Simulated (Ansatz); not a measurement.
# SiICl3: up Jacob's ladder to CCSD(T)

The task here is to estimate one member of a computed series from the others.

Method: functionals in def2-TZVPP, the program's frozen cores in correlated methods; program: Ansatz 0.2.0, Gaussian basis.

The runs, in order: LDA (SPW92), PBE-D4, revPBE-D4, BLYP-D4, r2SCAN-D4, B97M-V, PBE0-D4, B3LYP-D4, r2SCANh-D4, r2SCAN0-D4, HSE06-D4, BHLYP-D4, CAM-B3LYP-D4, LC-ωPBE, ωB97X-V, ωB97M-V, B2PLYP, PBE-QIDH; CCSD(T)/def2-SVP; CCSD(T)/def2-TZVPP; MP2/def2-QZVPP; extrapolation to the limit; RPA on PBE.

### The relaxed structure

The geometry comes from an earlier relaxation with PBE0-D4 in a triple-zeta def2 set; it is a stationary point. I takes the def2 core potential; no spin-orbit term is included.

SMILES `Cl[Si](Cl)(Cl)I`, 5 atoms, charge 0, spin multiplicity 1.

Atoms are counted from 1 here; the program's logs count them from 0.

Bond lengths: Cl1–Si2 2.027 Å, Si2–Cl3 2.027 Å, Si2–Cl4 2.027 Å, Si2–I5 2.410 Å. Angles: Cl1–Si2–Cl3 108.9°, Cl1–Si2–Cl4 108.9°, Cl1–Si2–I5 110.0°, Cl3–Si2–Cl4 108.9°, Cl3–Si2–I5 110.0°, Cl4–Si2–I5 110.0°.

The first run:

in.yaml reads:

```yaml
crystal:
  periodic: [false, false, false]
  atoms:
    - {symbol: Cl, position_ang: [-0.814640, -0.356201, 1.837663]}
    - {symbol: Si, position_ang: [0.001165, -0.078543, 0.002877]}
    - {symbol: Cl, position_ang: [1.778152, -1.050435, -0.079709]}
    - {symbol: Cl, position_ang: [-1.241521, -0.862096, -1.393853]}
    - {symbol: I, position_ang: [0.326844, 2.273576, -0.408380]}
basis:
  gaussian: {orbitals: def2-TZVPP}
hamiltonian: {xc: lda}
output: {orbitals: {seedname: orbitals}}
```

Steps of the session up to this table: LDA; PBE-D4 (GGA); revPBE-D4 (GGA); BLYP-D4 (GGA); r2SCAN-D4 (meta-GGA); B97M-V (meta-GGA); PBE0-D4 (hybrid); B3LYP-D4 (hybrid); r2SCANh-D4 (hybrid); r2SCAN0-D4 (hybrid); HSE06-D4 (hybrid); BHLYP-D4 (hybrid); CAM-B3LYP-D4 (range-separated); LC-ωPBE-D4 (range-separated; the results give it without D4); ωB97X-V (range-separated); ωB97M-V (range-separated); B2PLYP (double hybrid); PBE-QIDH (double hybrid).

One of the session's tables, all rows but one given; the rest of the session is left out.

It belongs to the step «Frontier levels by functional». 

| functional | HOMO (eV) | LUMO (eV) | gap (eV) |
| --- | --- | --- | --- |
| LDA (SPW92) | -7.23 | -2.58 | 4.65 |
| PBE-D4 | -7.06 | -2.33 | 4.74 |
| revPBE-D4 | -7.01 | -2.22 | 4.78 |
| BLYP-D4 | -6.86 | -2.22 | 4.64 |
| r2SCAN-D4 | -7.39 | -2.05 | 5.34 |
| B97M-V | -7.38 | -1.96 | 5.42 |
| PBE0-D4 | -8.25 | -1.46 | 6.79 |
| B3LYP-D4 | -7.97 | -1.69 | 6.28 |
| r2SCANh-D4 | -7.82 | -1.75 | 6.07 |
| r2SCAN0-D4 | -8.46 | -1.30 | 7.16 |
| HSE06-D4 | -7.85 | -1.83 | 6.02 |
| BHLYP-D4 | -9.23 | -0.49 | 8.75 |
| CAM-B3LYP-D4 | -9.50 | -0.41 | 9.09 |
| LC-ωPBE | ? | ? | ? |
| ωB97X-V | -10.52 | 0.68 | 11.20 |
| ωB97M-V | -10.37 | 0.49 | 10.86 |

Estimate the missing values for LC-ωPBE.

**Answer.** HOMO (eV): -10.87; LUMO (eV): 0.78; gap (eV): 11.65. In the column «HOMO (eV)» it is the lowest.
